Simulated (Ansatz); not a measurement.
# Ta16Cu: the cost of one run

Computed with Ansatz 0.2.0 (DFT PBE+D3(BJ), scalar-relativistic, plane waves, PAW, unless a step's input says otherwise).

4 further runs of the same task are left out: 4 set aside as unsound or not needed. Runs told in other sessions of the task aren't counted.

## (1) The starting structure

Symmetry: P4mm, No. 99, tetragonal system. Conventional cell: a = 6.570 Å, b = 6.570 Å, c = 21.910 Å, α = 90.00°, β = 90.00°, γ = 90.00°. Ta (site symmetry m) has 4 Ta at 2.84 Å in its first shell of neighbours. Ta (site symmetry 4mm) is surrounded by 13 Ta at 2.84 to 3.28 Å. Around Ta (site symmetry 2mm) lie 13 Ta at 2.84 to 3.28 Å. Around Ta (site symmetry m) lie 8 Ta at 2.78 to 2.85 Å. Ta (site symmetry 4mm) is surrounded by 1 Cu at 2.20 Å. Around Ta (site symmetry 2mm) lie 9 Ta at 2.78 to 3.28 Å. Ta (site symmetry 4mm) is surrounded by 9 Ta at 2.78 to 3.28 Å. Only part of the 9 independent sites is listed.

Structure file:

```cif
data_structure
_symmetry_space_group_name_H-M 'P 1'
_symmetry_Int_Tables_number 1
_cell_length_a 6.5700
_cell_length_b 6.5700
_cell_length_c 21.9099
_cell_angle_alpha 90.000
_cell_angle_beta 90.000
_cell_angle_gamma 90.000
_cell_volume 945.74
loop_
_atom_site_label
_atom_site_type_symbol
_atom_site_fract_x
_atom_site_fract_y
_atom_site_fract_z
_atom_site_occupancy
Ta1 Ta 0.25000 0.25000 0.18257 1
Ta2 Ta 0.25000 0.75000 0.18257 1
Ta3 Ta 0.75000 0.25000 0.18257 1
Ta4 Ta 0.75000 0.75000 0.18257 1
Ta5 Ta 0.00000 0.00000 0.25753 1
Ta6 Ta 0.00000 0.50000 0.25753 1
Ta7 Ta 0.50000 0.00000 0.25753 1
Ta8 Ta 0.50000 0.50000 0.25753 1
Ta9 Ta 0.25000 0.25000 0.33265 1
Ta10 Ta 0.25000 0.75000 0.33265 1
Ta11 Ta 0.75000 0.25000 0.33265 1
Ta12 Ta 0.75000 0.75000 0.33265 1
Ta13 Ta 0.00000 0.00000 0.40210 1
Ta14 Ta 0.00000 0.50000 0.40210 1
Ta15 Ta 0.50000 0.00000 0.40210 1
Ta16 Ta 0.50000 0.50000 0.40210 1
Cu1 Cu 0.00000 0.00000 0.50251 1
```

This is the geometry of the first run shown, built on a cell relaxed beforehand with the same method.

## (2) The scan

Atoms count from 1 in the order of the input.

Cu is moved over the surface cell at a fixed height above a rigid substrate; the origin of the map has the adsorbate above Ta13; the height is held at 2.20 Å.

The axes are (1) position of Cu17 along the first surface vector, from above Ta13: 8 values from 0.000 to 0.875, periodic; (2) position of Cu17 along the second surface vector, from above Ta13: 8 values from 0.000 to 0.875, periodic.

Nothing else is relaxed. Points are written as (first, second).

The two vectors of the plane (Å): (3.285, 0.000, 0.000); (0.000, 3.285, 0.000).

## (3) Grid point (0/8, 0/8) of the map's two axes

A dipole layer in the vacuum cancels the field that periodic copies would set up if the slab's two faces differ.

input.yaml

```yaml
crystal:
  lattice:
    - [6.5699959905, 0.0, 0.0]
    - [0.0, 6.5699959905, 0.0]
    - [0.0, 0.0, 21.909922904]
  atoms:
    - { symbol: Ta, position: [0.25, 0.25, 0.1825656812] }
    - { symbol: Ta, position: [0.25, 0.75, 0.1825656812] }
    - { symbol: Ta, position: [0.75, 0.25, 0.1825656812] }
    - { symbol: Ta, position: [0.75, 0.75, 0.1825656812] }
    - { symbol: Ta, position: [0.0, 0.0, 0.2575316683] }
    - { symbol: Ta, position: [0.0, 0.5, 0.2575316683] }
    - { symbol: Ta, position: [0.5, 0.0, 0.2575316683] }
    - { symbol: Ta, position: [0.5, 0.5, 0.2575316683] }
    - { symbol: Ta, position: [0.25, 0.25, 0.3326484497] }
    - { symbol: Ta, position: [0.25, 0.75, 0.3326484497] }
    - { symbol: Ta, position: [0.75, 0.25, 0.3326484497] }
    - { symbol: Ta, position: [0.75, 0.75, 0.3326484497] }
    - { symbol: Ta, position: [0.0, 0.0, 0.4020973941] }
    - { symbol: Ta, position: [0.0, 0.5, 0.4020973941] }
    - { symbol: Ta, position: [0.5, 0.0, 0.4020973941] }
    - { symbol: Ta, position: [0.5, 0.5, 0.4020973941] }
    - { symbol: Cu, position: [0.0, 0.0, 0.5025085187] }
basis:
  ecutwfc: 420
kpoints:
  mp_grid: { grid: [4, 4, 1] }
hamiltonian:
  xc: pbe
  pseudopotentials: { kind: paw, azcp: { folder: soft_1 } }
  dispersion: d3bj
scf:
  occupations: { method: gaussian, width: 0.1 }
output:
  forces: true
  eigenvalues: true
efield:
  axis: 3
  dipole_correction: true
  ramp_width: 0.04
```

On the command line:

```
> ansatz run input.yaml --threads 4 --pin off --max-ram 12288MiB --backend cpu --events-out ev --progress --plain --runs-dir out
```

What time and memory should one allow on 4 threads of Arm Neoverse V1, shared host?

About 35 s, with a peak of 2.4 GiB.
